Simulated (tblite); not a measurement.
# C6H8AlBS: the cost of one run

Programs: tblite 0.8.0 and PySCF 2.14.0, with density-fitted response routines of our own. Each step states its level of theory. These are calculated values for one molecule in the gas phase, unless marked as measured. Atoms are numbered from 0 throughout.

**1. Starting geometry**

17 atoms, charge 0, multiplicity 1; geometry from: force field or distance geometry start.

Bonds of the start (Å): C0–C1 1.19, C1–Al2 1.98, Al2–C3 1.96, C3–C4 1.22, C4–C5 1.47, Al2–S6 2.26, S6–B7 1.88, B7–C8 1.59, C0–H9 1.07, C5–H10 1.11, C5–H11 1.11, C5–H12 1.13, B7–H13 1.20, C8–H14 1.10, C8–H15 1.11, C8–H16 1.11.

**2. Geometry optimisation with GFN2-xTB**

What the job is given:

```
{"job": {"kind": "relax", "xc": "GFN2-xTB", "basis": "xTB"}, "charge": 0, "multiplicity": 1}
C     -1.622300     4.315800    -0.135300
C     -1.087600     3.249500    -0.095600
Al    -0.203700     1.482200    -0.018600
C     -1.345700    -0.109700    -0.116800
C     -2.046200    -1.106200    -0.133300
C     -2.893600    -2.302900    -0.160300
S      1.642300     1.296400     1.265700
B      3.052200     0.408500     0.405500
C      2.950800    -1.097200    -0.094800
H     -2.132400     5.252000    -0.175100
H     -2.873300    -2.748600     0.857200
H     -2.550700    -3.005400    -0.948200
H     -3.954600    -2.030400    -0.422700
H      4.156600     0.763300     0.696200
H      2.082100    -1.637200     0.317500
H      3.860400    -1.630300     0.254200
H      2.958700    -1.087800    -1.206500
```

The run is started by

```
OMP_NUM_THREADS=1 python probes_run.py task.json out
```

This one command runs all jobs of the session in turn.

**Question.** How long does this first job take on 1 thread of Arm Neoverse N1, shared host?

About 4.5 s.
